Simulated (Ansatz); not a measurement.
# Relaxation of Mo

All numbers below are computed with Ansatz 0.2.0 (DFT, PBE, spin-orbit coupling, plane waves, PAW).

## 1. The structure

The structure is cubic, space group Im-3m (No. 229). Conventional cell: a = 3.179 Å, b = 3.179 Å, c = 3.179 Å, α = 90.00°, β = 90.00°, γ = 90.00°. Mo (site symmetry m-3m) is surrounded by 8 Mo at 2.75 Å.

Structure file:

```cif
data_structure
_symmetry_space_group_name_H-M 'P 1'
_symmetry_Int_Tables_number 1
_cell_length_a 2.7528
_cell_length_b 2.7528
_cell_length_c 2.7528
_cell_angle_alpha 109.471
_cell_angle_beta 109.471
_cell_angle_gamma 109.471
_cell_volume 16.06
loop_
_atom_site_label
_atom_site_type_symbol
_atom_site_fract_x
_atom_site_fract_y
_atom_site_fract_z
_atom_site_occupancy
Mo1 Mo 0.00000 0.00000 0.00000 1
```

It starts from an earlier solution of the starting cell (checkpoint.read).

## 2. The relaxation

input.yaml reads:

```yaml
crystal:
  lattice:
    - [-1.58932724, 1.58932724, 1.58932724]
    - [1.58932724, -1.58932724, 1.58932724]
    - [1.58932724, 1.58932724, -1.58932724]
  atoms:
    - { symbol: Mo, position: [0.0, 0.0, 0.0], spin: 2, spin_axis: [0.57735, 0.57735, -0.57735] }
  symmetry: { tolerance: 0.0003 }
kpoints:
  mp_grid: { grid: [11, 11, 11], shift: [0, 0, 0] }
magnetization:
  noncollinear: true
  spin_orbit: true
scf:
  occupations: { method: fermi_dirac, width: 0.0238 }
  lower_state_search: "off"
hamiltonian:
  pseudopotentials: { kind: paw_fr }
  xc: pbe
basis:
  ecutwfc: 420
  fft_grid_basis: typed
relax:
  max_steps: 40
  cell: { p_target: 20.0 }
output:
  forces: true
  stress: true
  eigenvalues: true
  bader: true
  populations: true
  elf: true
  write_potential: true
  volumetric_format: npy
  dos:
    e_range: [-12, 8]
    de: 0.05
    projected: { site_lists: { Mo: [Mo] } }
    method: { smearing: { sigma: 0.1, scheme: gaussian } }
  write_density: true
checkpoint:
  read: saved_state
```

Run with:

```
ansatz run input.yaml --threads 2 --pin off --max-ram 3584MiB --backend cpu --events-out ev --progress --plain --runs-dir out
```

What time and memory should one allow on 2 threads of Intel Xeon Platinum 8488C (Sapphire Rapids), shared host?

About 49 s, with a peak of 0.56 GiB.
